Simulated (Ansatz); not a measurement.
## CH6ClNSSi, SMILES C[Si](N)(S)Cl: vertical spin-state energies, step by step

Computed with Ansatz 0.2.0 through its Python package.

Notebook, run cell by cell (the value of a cell's last expression is shown):

In [1]:
```python
import ansatz as az
from ase import Atoms

atoms = Atoms(['C', 'Si', 'N', 'S', 'Cl', 'H', 'H', 'H', 'H', 'H', 'H'], positions=[
    (-1.0992, 0.8911, -0.3173),
    (0.3609, 0.1072, 0.2926),
    (0.976, -0.9941, -0.8335),
    (0.021, -1.0382, 2.0189),
    (1.8204, 1.4692, 0.6915),
    (-0.9463, 1.5261, -1.2405),
    (-1.5333, 1.6339, 0.4128),
    (-1.8953, 0.23, -0.5761),
    (1.4607, -0.458, -1.5282),
    (1.7664, -1.4948, -0.3317),
    (-0.8658, -1.9294, 1.4321),
])
molecule = az.Crystal.molecule_from_ase(atoms)

base = (
    molecule.calculation()
    .basis(gaussian='6-31G*')
    .functional('hf')
)
found = {}
for unpaired in [0, 2, 4]:
    data = base.spin('collinear', total=unpaired).run(threads=1, pin='off').report
    s = unpaired / 2
    found[unpaired] = data['free_energy_ev']
    print(f'2S+1 = {unpaired + 1}: E = {found[unpaired]:.5f} eV, <S^2> = {abs(data["mean_field"]["state"]["spin_squared"]):.3f} (pure state {s * (s + 1):.2f})')
lowest = min(found, key=found.get)
for unpaired, e in found.items():
    print(f'multiplicity {unpaired + 1}: {(e - found[lowest]):.3f} eV above the lowest')
```
```text
2S+1 = 1: E = -33791.76452 eV, <S^2> = 0.000 (pure state 0.00)
2S+1 = 3: E = -33786.23814 eV, <S^2> = 2.014 (pure state 2.00)
2S+1 = 5: E = -33778.91063 eV, <S^2> = 6.023 (pure state 6.00)
multiplicity 1: 0.000 eV above the lowest
multiplicity 3: 5.526 eV above the lowest
multiplicity 5: 12.854 eV above the lowest
```

In order: multiplicity 1 (+0.00 eV), multiplicity 3 (+5.53 eV) and multiplicity 5 (+12.85 eV), all at the one geometry.

What to keep in mind:
- Total energies depend on the basis set; only differences at equal settings carry meaning.
- The geometry is a force-field or estimated start, not a minimum of this method, and the basis set is short of its limit. All parts are taken at fixed geometry, without zero-point energy.
- Hartree-Fock leaves correlation out, so it favours high-spin states too much.
- Hardware and time: 29 s on 1 thread of Arm Neoverse V1, on a shared host, peak memory 0.46 GiB.
